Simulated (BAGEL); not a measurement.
**CH2Br2 (dibromomethane) at 4 levels**

We compute a comparison of 4 runs (B3LYP/6-31G*, B3LYP/def2-SVPD, PBE0/def2-SVPD, RI-MP2/def2-SVPD) of CH2Br2 (dibromomethane). 

The calculation is run with BAGEL 1.2.2.

**1. The system as given**

The species is CH2Br2 (5 atoms), meant as a singlet with charge 0. As SMILES, `BrCBr`. The coordinates come from a PBE0-D4/def2-TZVP relaxation.

Bond lengths: Br1–C2 1.922 Å, C2–Br3 1.922 Å, C2–H4 1.084 Å, C2–H5 1.084 Å. Angles: Br1–C2–Br3 113.8°, Br1–C2–H4 107.8°, Br1–C2–H5 107.8°, Br3–C2–H4 107.8°, Br3–C2–H5 107.8°, H4–C2–H5 112.1°.

**2. A single-point energy at B3LYP/6-31G(d) (density fitting with cc-pvqz-jkfit, spherical functions) (run 1)**

Input file input.json:

```json
{ "bagel": [

{
  "title": "molecule",
  "basis": "6-31gs.json",
  "df_basis": "cc-pvqz-jkfit",
  "angstrom": true,
  "geometry": [
    { "atom": "Br", "xyz": [      -0.582370,      -0.873340,       1.500320 ] },
    { "atom": "C", "xyz": [      -0.105050,       0.124070,      -0.071970 ] },
    { "atom": "Br", "xyz": [       1.613500,      -0.344140,      -0.794330 ] },
    { "atom": "H", "xyz": [      -0.075830,       1.173320,       0.198040 ] },
    { "atom": "H", "xyz": [      -0.850250,      -0.079900,      -0.832070 ] }
  ]
},

{ "title": "ks", "xc_func": "b3lyp" },

{ "title": "print", "file": "orbitals.molden", "orbitals": true }

]}
```

The basis set 6-31G* is read from a file made from the Basis Set Exchange's data (not shown).

On the command line:

```bash
$ BAGEL_NUM_THREADS=1 BAGEL input.json > input.out
```

Log:

```text
* using 1 threads per process

  ===============================================================
  ===============================================================

  *** Geometry ***

  { "atom" : "Br", "xyz" : [     -1.100520,     -1.650373,      2.835194 ] },
  { "atom" : "C", "xyz" : [     -0.198516,      0.234458,     -0.136004 ] },
  { "atom" : "Br", "xyz" : [      3.049073,     -0.650330,     -1.501066 ] },
  { "atom" : "H", "xyz" : [     -0.143298,      2.217253,      0.374241 ] },
  { "atom" : "H", "xyz" : [     -1.606740,     -0.150989,     -1.572384 ] },

  Number of auxiliary basis functions:      644

  Since a DF basis is specified, we compute 2- and 3-index integrals:
    o Being stored without compression. Storage requirement is 0.035 GB

  Number of basis functions:       82
  Number of electrons      :       78

    * METHOD: MOLECULE                             0.51

  *** Kohn-Sham DFT ***

    * Removing 8224 points whose weight is below 1.00e-10
    * Grid points: 66306

  === Nuclear Repulsion ===
   353.0052805864

       - DIIS with orbital gradients will be used.

  === KS iteration (b3lyp / 6-31gs.json) ===
      0      -5042.30446864          0.16700156           0.42
      1      -4825.34921439          0.70956496           0.40
      2      -5027.77570791          0.22168341           0.40
      3      -4919.41330893          0.40735557           0.40
      4      -5175.04649695          0.14977203           0.39
      5      -5185.71509812          0.05289237           0.40
      6      -5182.84493444          0.07641914           0.40
      7      -5186.98621627          0.01022703           0.40
      8      -5187.04165448          0.00362112           0.40
      9      -5187.04757474          0.00182892           0.41
     10      -5187.04950863          0.00031258           0.40
     11      -5187.04954433          0.00008779           0.40
     12      -5187.04954843          0.00001099           0.42
     13      -5187.04954847          0.00000276           0.42
     14      -5187.04954847          0.00000036           0.42
     15      -5187.04954847          0.00000024           0.42
     16      -5187.04954847          0.00000014           0.40
     17      -5187.04954847          0.00000001           0.42
     18      -5187.04954847          0.00000000           0.41
    * SCF iteration converged.

    * Permanent dipole moment:
           (    0.380996,    -0.450021,     0.261069) a.u.

    * METHOD: KS                                   8.00

    * METHOD: PRINT                                0.02

  ===============================================================
```

Wall time 8.7 s (1 thread of Arm Neoverse V1, shared host); peak memory 0.34 GiB.

**3. A single-point energy at B3LYP/def2-SVPD (density fitting with cc-pvqz-jkfit) (run 2)**

Input file dft.json:

```json
{ "bagel": [

{
  "title": "molecule",
  "basis": "def2-svpd.json",
  "df_basis": "cc-pvqz-jkfit",
  "angstrom": true,
  "geometry": [
    { "atom": "Br", "xyz": [      -0.582370,      -0.873340,       1.500320 ] },
    { "atom": "C", "xyz": [      -0.105050,       0.124070,      -0.071970 ] },
    { "atom": "Br", "xyz": [       1.613500,      -0.344140,      -0.794330 ] },
    { "atom": "H", "xyz": [      -0.075830,       1.173320,       0.198040 ] },
    { "atom": "H", "xyz": [      -0.850250,      -0.079900,      -0.832070 ] }
  ]
},

{
  "title": "ks",
  "xc_func": "b3lyp"
},

{
  "title": "print",
  "file": "orbitals.molden",
  "orbitals": true
}

]}
```

The basis set def2-SVPD is read from a file made from the Basis Set Exchange's data (not shown).

On the command line:

```bash
$ BAGEL_NUM_THREADS=1 BAGEL dft.json > dft.out
```

Log:

```text
* using 1 threads per process

  ===============================================================
  ===============================================================

  *** Geometry ***

  { "atom" : "Br", "xyz" : [     -1.100520,     -1.650373,      2.835194 ] },
  { "atom" : "C", "xyz" : [     -0.198516,      0.234458,     -0.136004 ] },
  { "atom" : "Br", "xyz" : [      3.049073,     -0.650330,     -1.501066 ] },
  { "atom" : "H", "xyz" : [     -0.143298,      2.217253,      0.374241 ] },
  { "atom" : "H", "xyz" : [     -1.606740,     -0.150989,     -1.572384 ] },

  Number of auxiliary basis functions:      644

  Since a DF basis is specified, we compute 2- and 3-index integrals:
    o Being stored without compression. Storage requirement is 0.072 GB

  Number of basis functions:      118
  Number of electrons      :       78

    * METHOD: MOLECULE                             0.56

  *** Kohn-Sham DFT ***

    * Removing 8224 points whose weight is below 1.00e-10
    * Grid points: 66306

  === Nuclear Repulsion ===
   353.0052805864

       - DIIS with orbital gradients will be used.

  === KS iteration (b3lyp / def2-svpd.json) ===
      0      -5082.69997818          0.12041155           0.63
      1      -4865.02529337          0.39131033           0.60
      2      -5074.51018704          0.15063458           0.62
      3      -5153.13617848          0.18681268           0.60
      4      -5181.80861470          0.08211162           0.60
      5      -5185.88526561          0.03830652           0.60
      6      -5186.21504497          0.03883913           0.61
      7      -5187.01966461          0.00245207           0.61
      8      -5187.02202415          0.00146827           0.60
      9      -5187.02346235          0.00014706           0.61
     10      -5187.02347908          0.00003966           0.63
     11      -5187.02348015          0.00001851           0.62
     12      -5187.02348042          0.00000180           0.63
     13      -5187.02348043          0.00000062           0.62
     14      -5187.02348043          0.00000028           0.61
     15      -5187.02348043          0.00000011           0.61
     16      -5187.02348043          0.00000002           0.61
     17      -5187.02348043          0.00000000           0.61
    * SCF iteration converged.

    * Permanent dipole moment:
           (    0.333162,    -0.393603,     0.228370) a.u.

    * METHOD: KS                                  11.35

    * METHOD: PRINT                                0.04

  ===============================================================
```

Wall time 12 s (1 thread of Arm Neoverse V1, shared host); peak memory 0.46 GiB.

Run 3 isn't shown in full; the table further down has it.

**4. The energy at RI-MP2/def2-SVPD (density fitting with cc-pvqz-jkfit) (run 4)**

Input file mp2.json:

```json
{ "bagel": [

{
  "title": "molecule",
  "basis": "def2-svpd.json",
  "df_basis": "cc-pvqz-jkfit",
  "angstrom": "true",
  "geometry": [
    { "atom": "Br", "xyz": [   -0.582370,   -0.873340,    1.500320 ] },
    { "atom": "C", "xyz": [   -0.105050,    0.124070,   -0.071970 ] },
    { "atom": "Br", "xyz": [    1.613500,   -0.344140,   -0.794330 ] },
    { "atom": "H", "xyz": [   -0.075830,    1.173320,    0.198040 ] },
    { "atom": "H", "xyz": [   -0.850250,   -0.079900,   -0.832070 ] }
  ]
},
{ "title": "hf" },
{ "title": "mp2", "ncore": 19 }

]}
```

The basis set def2-SVPD is read from a file made from the Basis Set Exchange's data (not shown).

On the command line:

```bash
$ BAGEL_NUM_THREADS=1 BAGEL mp2.json > mp2.out
```

Log:

```text
* using 1 threads per process

  ===============================================================
  ===============================================================

  *** Geometry ***

  { "atom" : "Br", "xyz" : [     -1.100520,     -1.650373,      2.835194 ] },
  { "atom" : "C", "xyz" : [     -0.198516,      0.234458,     -0.136004 ] },
  { "atom" : "Br", "xyz" : [      3.049073,     -0.650330,     -1.501066 ] },
  { "atom" : "H", "xyz" : [     -0.143298,      2.217253,      0.374241 ] },
  { "atom" : "H", "xyz" : [     -1.606740,     -0.150989,     -1.572384 ] },

  Number of auxiliary basis functions:      644

  Since a DF basis is specified, we compute 2- and 3-index integrals:
    o Being stored without compression. Storage requirement is 0.072 GB

  Number of basis functions:      118
  Number of electrons      :       78

    * METHOD: MOLECULE                             0.56

  *** RHF ***

  === Nuclear Repulsion ===
   353.0052805864

      * DIIS with orbital gradients will be used.

  === RHF iteration (def2-svpd.json) ===
      0      -5183.15091329          0.00644237           0.27
      1      -5183.19462865          0.00248898           0.25
      2      -5183.19913326          0.00091950           0.28
      3      -5183.19994423          0.00022945           0.29
      4      -5183.19999058          0.00007938           0.30
      5      -5183.20000104          0.00003298           0.29
      6      -5183.20000254          0.00000570           0.30
      7      -5183.20000260          0.00000177           0.29
      8      -5183.20000260          0.00000040           0.26
      9      -5183.20000260          0.00000014           0.27
     10      -5183.20000260          0.00000005           0.27
     11      -5183.20000260          0.00000002           0.30
     12      -5183.20000260          0.00000000           0.29
    * SCF iteration converged.

    * Permanent dipole moment:
           (    0.382915,    -0.452224,     0.262303) a.u.

    * METHOD: HF                                   4.10

  *** RHF ***

  === Nuclear Repulsion ===
   353.0052805864

      * DIIS with orbital gradients will be used.

  === RHF iteration (def2-svpd.json) ===
      0      -5183.20000260          0.00000000           0.28
    * SCF iteration converged.

    * Permanent dipole moment:
           (    0.382915,    -0.452224,     0.262303) a.u.

  === DF-MP2 calculation ===

    * freezing 19 orbitals
    * 3-index integral transformation done
    * assembly done

      MP2 correlation energy:   -0.6278033263      0.16

      MP2 total energy:       -5183.8278059283

    * METHOD: MP2                                  0.76

  ===============================================================
```

It took 5.7 s on 1 thread of Arm Neoverse V1, shared host; peak memory 0.24 GiB.

**5. All runs side by side**

| run | level | frozen core orbitals | energy (Eh) | dipole moment (D) | HOMO energy (eV) | LUMO energy (eV) | wall time |
| --- | --- | --- | --- | --- | --- | --- | --- |
| 1 | B3LYP/6-31G* (density fitting with cc-pvqz-jkfit, spherical functions) | – | -5187.049548 | 1.64 | -7.83 | -1.13 | 8.7 s |
| 2 | B3LYP/def2-SVPD (density fitting with cc-pvqz-jkfit) | – | -5187.023480 | 1.43 | -7.96 | -1.42 | 12 s |
| 3 | PBE0/def2-SVPD (density fitting with cc-pvqz-jkfit) | – | -5186.325119 | 1.45 | -8.23 | -1.16 | 12 s |
| 4 | RI-MP2/def2-SVPD (density fitting with cc-pvqz-jkfit) | 19 | -5183.827806 | – | – | – | 5.7 s |

**6. Results**

| quantity | value |
| --- | --- |
| run 4: total energy | -5183.82781 Eh |
| run 4: correlation energy (19 core orbitals frozen) | -627.8 mEh |

What this shows: Over runs 1, 2, 3 the dipole moment (its size) runs from 1.43 D (B3LYP/def2-SVPD) to 1.64 D (B3LYP/6-31G*). Over runs 1, 2, 3 the HOMO–LUMO gap runs from 6.55 eV (B3LYP/def2-SVPD) to 7.08 eV (PBE0/def2-SVPD). Totals of different functionals can't be ranked against each other. All runs together took 39 s, the longest 12 s.
